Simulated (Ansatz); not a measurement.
# GaCl₃ + H₂: a complex and its separated parts, part 2 of 2

Ansatz 0.2.0, Gaussian basis.

**14. wB97X-V/def2-TZVPP**

The inputs:

parta/in.yaml

```yaml
crystal:
  periodic: [false, false, false]
  atoms:
    - {symbol: Ga, position_ang: [0.375932, 0.350083, -0.702075]}
    - {symbol: Cl, position_ang: [1.829984, -1.179215, -0.625179]}
    - {symbol: Cl, position_ang: [-1.393101, 0.069649, -1.820486]}
    - {symbol: Cl, position_ang: [0.691657, 2.160374, 0.338181]}
basis:
  gaussian: {orbitals: def2-TZVPP}
hamiltonian: {xc: {name: wB97X-V}}
```

partb/in.yaml

```yaml
crystal:
  periodic: [false, false, false]
  atoms:
    - {symbol: H, position_ang: [-0.488854, -0.964747, 1.406661]}
    - {symbol: H, position_ang: [-1.015519, -0.436145, 1.402999]}
basis:
  gaussian: {orbitals: def2-TZVPP}
hamiltonian: {xc: {name: wB97X-V}}
```

One command serves all of them, each in its own folder.

Command:

```console
ansatz run in.yaml --threads 4 --pin off --events-out ev --progress --plain --max-ram 9574MiB
```

Log of parta, shortened:

```text
Functional definition: wB97X-V
  name "wB97X-V"
  cite "Mardirossian & Head-Gordon, Phys. Chem. Chem. Phys. 16, 9904 (2014) doi:10.1039/C3CP54374A"
  cite "Becke, J. Chem. Phys. 107, 8554 (1997) doi:10.1063/1.475007"
  cite "Vydrov & Van Voorhis, J. Chem. Phys. 133, 244103 (2010) doi:10.1063/1.3521275"
[...]
      + integral(e_c_pw_opposite_spin*poly(b97_u_opposite, cos0, cos1)) + vv10(b, c)
1333 factors; their error is unknown
201 factors; integrals over basis functions are off by at most 3.0e-5 eV
[...]
mean field -89941.34276312 eV, -3305.2833821130 hartree, gradient 2.4e-5 eV, S^2 0.000000; 0 other end points of the search recorded, 0 dependent functions left out
reference -89941.34276148 eV, -3305.2833820525 hartree; 41, 41 occupied and 133, 133 virtual orbitals, 1333 factors
Total energy: -89941.34276148 eV, -3305.2833820525 hartree
```

partb printed, shortened:

```text
[... 5 set-up lines as earlier in the session ...]
[...]
      + integral(e_c_pw_opposite_spin*poly(b97_u_opposite, cos0, cos1)) + vv10(b, c)
118 factors; their error is unknown
42 factors; integrals over basis functions are off by at most 3.0e-5 eV
[...]
mean field -31.90859767 eV, -1.1726193358 hartree, gradient 8.8e-5 eV, S^2 0.000000; 0 other end points of the search recorded, 0 dependent functions left out
reference -31.90859667 eV, -1.1726192991 hartree; 1, 1 occupied and 27, 27 virtual orbitals, 118 factors
Total energy: -31.90859667 eV, -1.1726192991 hartree
```

Times: 4.8 s (parta), 0.15 s (partb) on 4 threads of Arm Neoverse V1, shared host.

**15. wB97M-V/def2-TZVPP**

The same edit goes into each in.yaml of step 14 (parta, partb):

```diff
-hamiltonian: {xc: {name: wB97X-V}}
+hamiltonian: {xc: {name: wB97M-V}}
```

The same command starts each run, in its folder.

Command:

```console
ansatz run in.yaml --threads 4 --pin off --events-out ev --progress --plain --max-ram 9574MiB
```

Output in parta, shortened:

```text
Functional definition: wB97M-V
  name "wB97M-V"
  cite "Mardirossian & Head-Gordon, J. Chem. Phys. 144, 214110 (2016) doi:10.1063/1.4952647"
[... 2 set-up lines as earlier in the session ...]
  # Of w^i u^j: cxij and so on, Table III.
[...]
  gx(w, u) = 1 - cx + cx01*u + cx10*w
[...]
      + integral(e_c_pw_mod_opposite_spin*gos(b97_w_opposite, b97_u_opposite)) + vv10(b, c)
1333 factors; their error is unknown
201 factors; integrals over basis functions are off by at most 3.0e-5 eV
[...]
mean field -89947.23174875 eV, -3305.4997983431 hartree, gradient 2.6e-5 eV, S^2 0.000000; 0 other end points of the search recorded, 0 dependent functions left out
reference -89947.23178868 eV, -3305.4997998104 hartree; 41, 41 occupied and 133, 133 virtual orbitals, 1333 factors
Total energy: -89947.23178868 eV, -3305.4997998104 hartree
```

Log of partb, shortened:

```text
[... 5 set-up lines as earlier in the session ...]
  # Of w^i u^j: cxij and so on, Table III.
[...]
  gx(w, u) = 1 - cx + cx01*u + cx10*w
[...]
      + integral(e_c_pw_mod_opposite_spin*gos(b97_w_opposite, b97_u_opposite)) + vv10(b, c)
118 factors; their error is unknown
42 factors; integrals over basis functions are off by at most 3.0e-5 eV
[...]
mean field -31.60110925 eV, -1.1613193448 hartree, gradient 7.3e-6 eV, S^2 0.000000; 0 other end points of the search recorded, 0 dependent functions left out
reference -31.60113350 eV, -1.1613202362 hartree; 1, 1 occupied and 27, 27 virtual orbitals, 118 factors
Total energy: -31.60113350 eV, -1.1613202362 hartree
```

They took 5.5 s (parta), 0.2 s (partb) on 4 threads of Arm Neoverse V1, shared host.

**16. B2PLYP/def2-TZVPP**

Each input of step 15 (parta, partb) changes in the same lines:

```diff
-hamiltonian: {xc: {name: wB97M-V}}
+hamiltonian: {xc: {name: B2PLYP}}
```

Each run has its own folder and the same command.

Command:

```console
ansatz run in.yaml --threads 4 --pin off --events-out ev --progress --plain --max-ram 9574MiB
```

Log of parta, shortened:

```text
Functional definition: B2PLYP
  name "B2PLYP"
  cite "Grimme, J. Chem. Phys. 124, 034108 (2006) doi:10.1063/1.2148954"
[... 2 set-up lines as earlier in the session ...]
[...]
1069 factors; integrals over basis functions are off by at most 1.3e-3 eV
[...]
mean field -89924.37699431 eV, -3304.6599016091 hartree, gradient 4.4e-6 eV, S^2 0.000000; 0 other end points of the search recorded, 0 dependent functions left out
24 core orbitals not correlated: weight in the atoms' cores, before any rotation towards them, 1.000 or more for the frozen orbitals, at most 0.000 for the correlated occupied ones
reference -89924.37715769 eV, -3304.6599076131 hartree; 17, 17 occupied and 133, 133 virtual orbitals, 1069 factors
second order -25.71278716 eV of doubles, -0.00000000 eV of singles
Total energy: -89931.31961022 eV, -3304.9150380379 hartree
```

Output in partb, shortened:

```text
[... 5 set-up lines as earlier in the session ...]
[...]
145 factors; integrals over basis functions are off by at most 7.4e-4 eV
[...]
mean field -31.55848391 eV, -1.1597528925 hartree, gradient 1.0e-6 eV, S^2 0.000000; 0 other end points of the search recorded, 0 dependent functions left out
reference -31.55857332 eV, -1.1597561785 hartree; 1, 1 occupied and 27, 27 virtual orbitals, 145 factors
second order -1.02367139 eV of doubles, -0.00000000 eV of singles
Total energy: -31.83496460 eV, -1.1699133705 hartree
```

Wall times: 3.1 s (parta), 0.1 s (partb) on 4 threads of Arm Neoverse V1, shared host.

**17. PBE-QIDH/def2-TZVPP**

Each input of step 16 (parta, partb) changes in the same lines:

```diff
-hamiltonian: {xc: {name: B2PLYP}}
+hamiltonian: {xc: {name: PBE-QIDH}}
```

Each run has its own folder and the same command.

Command:

```console
ansatz run in.yaml --threads 4 --pin off --events-out ev --progress --plain --max-ram 9574MiB
```

Output in parta, shortened:

```text
Functional definition: PBE-QIDH
  name "PBE-QIDH"
  cite "Brémond, Sancho-García, Pérez-Jiménez & Adamo, J. Chem. Phys. 141, 031101 (2014) doi:10.1063/1.4890314"
[... 1 set-up line as earlier in the session ...]
[...]
1069 factors; integrals over basis functions are off by at most 1.3e-3 eV
[...]
mean field -89908.79046039 eV, -3304.0871070523 hartree, gradient 2.4e-6 eV, S^2 0.000000; 0 other end points of the search recorded, 0 dependent functions left out
24 core orbitals not correlated: weight in the atoms' cores, before any rotation towards them, 1.000 or more for the frozen orbitals, at most 0.000 for the correlated occupied ones
reference -89908.79047152 eV, -3304.0871074614 hartree; 17, 17 occupied and 133, 133 virtual orbitals, 1069 factors
second order -23.76231455 eV of doubles, -0.00000000 eV of singles
Total energy: -89916.71124304 eV, -3304.3781904458 hartree
```

Output in partb, shortened:

```text
[... 4 set-up lines as earlier in the session ...]
[...]
145 factors; integrals over basis functions are off by at most 7.4e-4 eV
[...]
mean field -31.52724297 eV, -1.1586048092 hartree, gradient 1.4e-6 eV, S^2 0.000000; 0 other end points of the search recorded, 0 dependent functions left out
reference -31.52724939 eV, -1.1586050451 hartree; 1, 1 occupied and 27, 27 virtual orbitals, 145 factors
second order -0.95921086 eV of doubles, -0.00000000 eV of singles
Total energy: -31.84698634 eV, -1.1703551613 hartree
```

They took 3.2 s (parta), 0.1 s (partb) on 4 threads of Arm Neoverse V1, shared host.

**18. RPA on PBE/def2-TZVPP**

The same edit goes into each in.yaml of step 17 (parta, partb):

```diff
-hamiltonian: {xc: {name: PBE-QIDH}}
+hamiltonian: {xc: pbe}
+correlation: {method: rpa}
```

One command serves all of them, each in its own folder.

Command:

```console
ansatz run in.yaml --threads 4 --pin off --events-out ev --progress --plain --max-ram 9574MiB
```

Output in parta, shortened:

```text
[... 4 set-up lines as earlier in the session ...]
[...]
1069 factors; integrals over basis functions are off by at most 1.3e-3 eV
[...]
mean field -89928.43131623 eV, -3304.8088951913 hartree, gradient 2.2e-6 eV, S^2 0.000000; 0 other end points of the search recorded, 0 dependent functions left out
24 core orbitals not correlated: weight in the atoms' cores, before any rotation towards them, 1.000 or more for the frozen orbitals, at most 0.000 for the correlated occupied ones
reference -89849.41642394 eV, -3301.9051514578 hartree; 17, 17 occupied and 133, 133 virtual orbitals, 1069 factors
Total energy: -89882.82937670 eV, -3303.1330548237 hartree
```

partb printed, shortened:

```text
[... 4 set-up lines as earlier in the session ...]
[...]
145 factors; integrals over basis functions are off by at most 7.4e-4 eV
[...]
mean field -31.73222151 eV, -1.1661376317 hartree, gradient 1.4e-6 eV, S^2 0.000000; 0 other end points of the search recorded, 0 dependent functions left out
reference -30.80638775 eV, -1.1321138685 hartree; 1, 1 occupied and 27, 27 virtual orbitals, 145 factors
Total energy: -32.86230289 eV, -1.2076673562 hartree
```

Wall times: 2.5 s (parta), 0.1 s (partb) on 4 threads of Arm Neoverse V1, shared host.

**19. CCSD(T)/def2-TZVPP**

The same edit goes into each in.yaml of step 18 (parta, partb):

```diff
-hamiltonian: {xc: pbe}
-correlation: {method: rpa}
+correlation: {method: ccsd_t}
```

Each run has its own folder and the same command.

Command:

```console
ansatz run in.yaml --threads 4 --pin off --events-out ev --progress --plain --max-ram 9574MiB
```

Log of parta, shortened:

```text
Functional definition: HF
  name "HF"
  cite "Fock, Z. Phys. 61, 126 (1930) doi:10.1007/BF01340294"
[... 1 set-up line as earlier in the session ...]
[...]
1069 factors; integrals over basis functions are off by at most 1.3e-3 eV
[...]
mean field -89851.21461430 eV, -3301.9712337349 hartree, gradient 1.2e-6 eV, S^2 0.000000; 0 other end points of the search recorded, 0 dependent functions left out
24 core orbitals not correlated: weight in the atoms' cores, before any rotation towards them, 1.000 or more for the frozen orbitals, at most 0.000 for the correlated occupied ones
reference -89851.21461430 eV, -3301.9712337349 hartree; 17, 17 occupied and 133, 133 virtual orbitals, 1069 factors
second order -20.98834652 eV of doubles, -0.00000000 eV of singles
cycle   1  -21.43522747 eV  change   -4.5e-1 eV  update   9.8e-2
[...]
cycle   8  -22.03375222 eV  change   -2.7e-5 eV  update   2.2e-5
perturbative correction -0.96934417 eV, -0.0356227413 hartree
Total energy: -89874.21771070 eV, -3302.8165819354 hartree
```

partb printed, shortened:

```text
[... 4 set-up lines as earlier in the session ...]
[...]
145 factors; integrals over basis functions are off by at most 7.4e-4 eV
[...]
mean field -30.82769266 eV, -1.1328968095 hartree, gradient 4.3e-7 eV, S^2 0.000000; 0 other end points of the search recorded, 0 dependent functions left out
reference -30.82769266 eV, -1.1328968095 hartree; 1, 1 occupied and 27, 27 virtual orbitals, 145 factors
second order -0.86257776 eV of doubles, -0.00000000 eV of singles
cycle   1  -1.00723536 eV  change   -1.4e-1 eV  update   2.6e-2
[...]
cycle   7  -1.07308772 eV  change    6.5e-7 eV  update   4.2e-7
perturbative correction -0.00000000 eV, -0.0000000000 hartree
Total energy: -31.90078038 eV, -1.1723320558 hartree
```

Times: 12 s (parta), 0.1 s (partb) on 4 threads of Arm Neoverse V1, shared host; peak memory 0.98 GiB.

**20. Vibrations of GaCl₃**

Input file vib-parta/in.yaml:

```yaml
crystal:
  periodic: [false, false, false]
  atoms:
    - {symbol: Ga, position_ang: [0.375932, 0.350083, -0.702075]}
    - {symbol: Cl, position_ang: [1.829984, -1.179215, -0.625179]}
    - {symbol: Cl, position_ang: [-1.393101, 0.069649, -1.820486]}
    - {symbol: Cl, position_ang: [0.691657, 2.160374, 0.338181]}
basis:
  gaussian: {orbitals: def2-TZVP}
hamiltonian: {xc: pbe0, dispersion: d4}
phonons: {temperatures: {t_min: 298.15, t_max: 900, t_step: 200}}
```

Command:

```console
ansatz run in.yaml --threads 4 --pin off --events-out ev --progress --plain --max-ram 9574MiB
```

The program printed, shortened:

```text
[... 5 set-up lines as earlier in the session ...]
[...]
1217 factors; their error is unknown
[...]
mean field -89932.55989157 eV, -3304.9606175367 hartree, gradient 5.9e-5 eV, S^2 0.000000; 0 other end points of the search recorded, 0 dependent functions left out
[...]
Atom 1 at     1.829984    -1.179215    -0.625179 Å, force     0.000538    -0.001014     0.000462 eV/Å
Atom 2 at    -1.393101     0.069649    -1.820486 Å, force    -0.001067    -0.000503    -0.000186 eV/Å
Atom 3 at     0.691657     2.160374     0.338181 Å, force     0.000080     0.000646     0.001001 eV/Å
Dipole moment:    -0.000184    -0.000138     0.000311 e Å
Vibrations: 123.41 123.55 139.28 381.27 470.99 471.04 cm⁻¹, zero-point energy 0.105978 eV
```

Wall time 27 s (4 threads of Arm Neoverse V1, shared host).

The modes, with what each moves most:

```
mode  wavenumber (cm⁻¹)          character
   1                123               bend
   2                124               bend
   3                139  out-of-plane bend
   4                381      Ga–Cl stretch
   5                471      Ga–Cl stretch
   6                471      Ga–Cl stretch
```

Vibrational sums (real modes only):

```
T (K)  entropy (J/mol/K)  heat capacity (J/mol/K)
  298               47.7                     41.5
  498               70.5                     46.5
  698               86.4                     48.1
  898               98.7                     48.8
```

**21. Vibrations of H₂**

Input file vib-partb/in.yaml:

```yaml
crystal:
  periodic: [false, false, false]
  atoms:
    - {symbol: H, position_ang: [-0.488854, -0.964747, 1.406661]}
    - {symbol: H, position_ang: [-1.015519, -0.436145, 1.402999]}
basis:
  gaussian: {orbitals: def2-TZVP}
hamiltonian: {xc: pbe0, dispersion: d4}
phonons: {temperatures: {t_min: 298.15, t_max: 900, t_step: 200}}
```

Command:

```console
ansatz run in.yaml --threads 4 --pin off --events-out ev --progress --plain --max-ram 9574MiB
```

The program printed, shortened:

```text
[... 5 set-up lines as earlier in the session ...]
[...]
88 factors; their error is unknown
[...]
mean field -31.78865262 eV, -1.1682114366 hartree, gradient 1.8e-5 eV, S^2 0.000000; 0 other end points of the search recorded, 0 dependent functions left out
[...]
reference -31.78854821 eV, -1.1682075996 hartree; 1, 1 occupied and 11, 11 virtual orbitals, 88 factors
Total energy: -31.79027505 eV, -1.1682710597 hartree
Atom 0 at    -0.488854    -0.964747     1.406661 Å, force    -0.002039     0.002046    -0.000014 eV/Å
Atom 1 at    -1.015519    -0.436145     1.402999 Å, force     0.002039    -0.002046     0.000014 eV/Å
Dipole moment:    -0.000000     0.000000    -0.000000 e Å
Vibrations: 4413.95 cm⁻¹, zero-point energy 0.273630 eV
```

Wall time 0.2 s (4 threads of Arm Neoverse V1, shared host).

Wavenumbers and character of the modes:

```
mode  wavenumber (cm⁻¹)    character
   1               4414  H–H stretch
```

Vibrational sums (real modes only):

```
T (K)  entropy (J/mol/K)  heat capacity (J/mol/K)
  298                0.0                      0.0
  498                0.0                      0.0
  698                0.0                      0.1
  898                0.1                      0.4
```

**22. Complex less separated parts**

The complex's own energies come from single points at the same levels.

Rows are in def2-TZVPP; times add the 3 runs of a level on a shared host, so small differences are noise.

Differences are taken before rounding.

```
      method                    rung  complex less parts (kcal/mol)  from CCSD(T) (kcal/mol)   time
       SPW92                     LDA                          -3.85                    -2.44  1.9 s
      PBE-D4                     GGA                          -1.73                    -0.32  2.8 s
     BLYP-D4                     GGA                          -0.83                    +0.59  2.8 s
   r2SCAN-D4                meta-GGA                          -1.74                    -0.33  7.1 s
      B97M-V                meta-GGA                          -1.47                    -0.06   13 s
     PBE0-D4                  hybrid                          -1.88                    -0.47    5 s
    B3LYP-D4                  hybrid                          -1.24                    +0.18  4.5 s
  r2SCAN0-D4                  hybrid                          -1.96                    -0.55  8.6 s
    BHLYP-D4                  hybrid                          -1.63                    -0.22  4.5 s
CAM-B3LYP-D4  range-separated hybrid                          -1.51                    -0.10  5.2 s
     wB97X-V  range-separated hybrid                          -1.78                    -0.37   11 s
     wB97M-V  range-separated hybrid                          -1.81                    -0.40   14 s
      B2PLYP           double hybrid                          -0.52                    +0.89  7.3 s
    PBE-QIDH           double hybrid                          -1.49                    -0.08  7.4 s
  RPA on PBE                     RPA                          -0.79                    +0.62    6 s
Hartree-Fock            wavefunction                           0.45                    +1.86       
         MP2            wavefunction                          -1.50                    -0.09       
        CCSD            wavefunction                          -1.25                    +0.16       
     CCSD(T)            wavefunction                          -1.41                        0   80 s
```

Among the levels timed on like hardware and quicker than the yardstick, those that no quicker one beats, quickest first: SPW92 (1.9 s, -2.44 kcal/mol); PBE-D4 (2.8 s, -0.32 kcal/mol); B3LYP-D4 (4.5 s, +0.18 kcal/mol); CAM-B3LYP-D4 (5.2 s, -0.10 kcal/mol); PBE-QIDH (7.4 s, -0.08 kcal/mol); B97M-V (13 s, -0.06 kcal/mol).

B97M-V reaches 0.06 kcal/mol from the reference in 13 s, where CCSD(T) took 80 s; the quickest level in the cost chart, SPW92, takes 1.9 s and misses by 2.44 kcal/mol.

The complex's zero-point energy, from a separate PBE0-D4 run, is 0.437 eV.

**23. Outcome**

The summary covers parts 1 to 2.

| quantity | value |
| --- | --- |
| complex less parts, CCSD(T)/def2-TZVPP | -1.41 kcal/mol |
| with zero-point energy | -0.08 kcal/mol |
| largest T1 diagnostic | 0.011 |

In words: At CCSD(T) the complex lies 1.41 kcal/mol below its parts. Among the functionals B97M-V lands nearest to CCSD(T) (-0.06 kcal/mol) and SPW92 farthest (-2.44 kcal/mol). Mean unsigned error by rung: LDA 2.44, GGA 0.45, meta-GGA 0.19, hybrid 0.35, range-separated hybrid 0.29, double hybrid 0.48 kcal/mol. PBE-D4 gives a relative energy 0.32 kcal/mol too low, an error of 23 % of the reference. The complex's frequency run has imaginary modes: the structure is no minimum, so both the energy and the zero-point correction are in doubt. No counterpoise was applied, and triple zeta lacks some correlation, so the CCSD(T) reference has a basis error of its own, and close matches with it are partly luck.
